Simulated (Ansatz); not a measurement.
# CH3ClSiTe: rigid scan of one bond length

How does the energy of CH3ClSiTe change as one bond is stretched? Aim: a rigid scan of one bond length, for CH3ClSiTe, run from a script.

Program: Ansatz 0.2.0 through its Python package. Level of theory: r2SCAN/def2-SVP. These are calculated values, not measurements.

**1. Starting point**

Bond lengths: Cl1–Si2 2.126 Å, Si2–C3 1.829 Å, Si2–Te4 2.591 Å, C3–Te4 2.209 Å, Si2–H5 1.461 Å, C3–H6 1.120 Å, C3–H7 1.069 Å. Angles: Cl1–Si2–C3 113.1°, Cl1–Si2–Te4 110.8°, Cl1–Si2–H5 122.6°, C3–Si2–Te4 56.9°, C3–Si2–H5 114.7°, Te4–Si2–H5 121.0°, Si2–C3–Te4 79.2°, Si2–C3–H6 114.3°, Si2–C3–H7 115.5°, Te4–C3–H6 110.4°, Te4–C3–H7 113.3°, H6–C3–H7 117.8°, Si2–Te4–C3 43.9°.

No structure file is read: the coordinates are typed or built in the script.

**2. The code**

Contents of ch3clsite_scan.py:

```python
'''Stretching a bond of CH3ClSiTe, the rest held rigid.'''

import ansatz
import matplotlib.pyplot as plt
import numpy as np


def main() -> None:
    geometry_ang = [
        ('Cl', (0.7862, -1.7751, -1.6855)),
        ('Si', (-0.2347, -0.899, -0.0397)),
        ('C', (-0.0327, 0.9169, 0.0468)),
        ('Te', (1.4326, 0.2651, 1.5659)),
        ('H', (-1.5223, -1.3939, 0.4421)),
        ('H', (0.4924, 1.3647, -0.8353)),
        ('H', (-0.8603, 1.4533, 0.46)),
    ]
    system = ansatz.Crystal.molecule()
    for symbol, xyz in geometry_ang:
        system = system.atom(symbol, xyz)

    symbols = [site.symbol for site in system.cartesian_sites]
    start = np.array([site.position_ang for site in system.cartesian_sites])
    axis = (start[4] - start[1]) / np.linalg.norm(start[4] - start[1])
    moving = [4]
    lengths, energies = [1.286, 1.344, 1.403, 1.461, 1.52, 1.578, 1.636, 1.724], []
    for length in lengths:
        xyz = start.copy()
        xyz[moving] += (length - np.linalg.norm(start[4] - start[1])) * axis
        point = ansatz.Crystal.molecule()
        for symbol, xyz in zip(symbols, xyz):
            point = point.atom(symbol, xyz.tolist())
        setup = (
            point.calculation()
            .basis(gaussian='def2-SVP')
            .functional('r2SCAN')
        )
        data = setup.run().report
        energies.append(data['free_energy_ev'])
        print(f'r = {length:6.3f} A  E = {energies[-1]:.5f} eV  <S^2> = {abs(data["mean_field"]["state"]["spin_squared"]):.3f}')

    # quartic fit about the minimum
    fit = np.polynomial.Polynomial.fit(lengths, np.array(energies) - min(energies), 4).convert()
    roots = [r.real for r in fit.deriv().roots() if abs(r.imag) < 1e-9 and fit.deriv(2)(r.real) > 0]
    r_e = min(roots, key=lambda r: abs(r - lengths[int(np.argmin(energies))]))
    print(f'minimum of the fit at {r_e:.4f} A, force constant {fit.deriv(2)(r_e):.2f} eV/A^2')
    plt.figure(figsize=(4.5, 3))
    plt.plot(lengths, np.array(energies) - min(energies), 'o-')
    plt.xlabel('bond length (A)')
    plt.ylabel('E - E(min) (eV)')
    plt.tight_layout()
    plt.savefig('scan.png', dpi=100)


if __name__ == '__main__':
    main()
```

**3. The calls as engine input**

The package turns the script's settings into the engine's input (first run):

```yaml
crystal:
  periodic: [false, false, false]
  atoms:
    - { symbol: Cl, position_ang: [0.7862, -1.7751, -1.6855] }
    - { symbol: Si, position_ang: [-0.2347, -0.899, -0.0397] }
    - { symbol: C, position_ang: [-0.0327, 0.9169, 0.0468] }
    - { symbol: Te, position_ang: [1.4326, 0.2651, 1.5659] }
    - { symbol: H, position_ang: [-1.3679505681573967, -1.334574484452544, 0.3843448304894639] }
    - { symbol: H, position_ang: [0.4924, 1.3647, -0.8353] }
    - { symbol: H, position_ang: [-0.8603, 1.4533, 0.46] }
basis:
  gaussian:
    orbitals: def2-SVP
hamiltonian:
  xc: r2scan
```

**4. Running it**

On the command line:

```bash
$ python ch3clsite_scan.py
```

Q: Predict the main results. Wanted: range of energy; lowest point, distance.

**Answer**, as computed:

```
                        quantity     value
bond length at the fit's minimum  1.4804 Å
                   runs compared         8
                 range of energy  0.471 eV
      lowest point, distance (Å)      1.46
```

The curve has its lowest point inside the range, at 1.46. The ends stand 0.471 and 0.384 eV above it. The distance scanned is the script's pair 1, 4. What to keep in mind:
- The rest of the molecule is held rigid at a force-field or estimated start geometry, and the basis set is modest; single-reference methods fail as a bond breaks.
- def2 sets replace the cores of elements past krypton by effective core potentials.
- The orbitals are restricted, so S² is zero by construction.
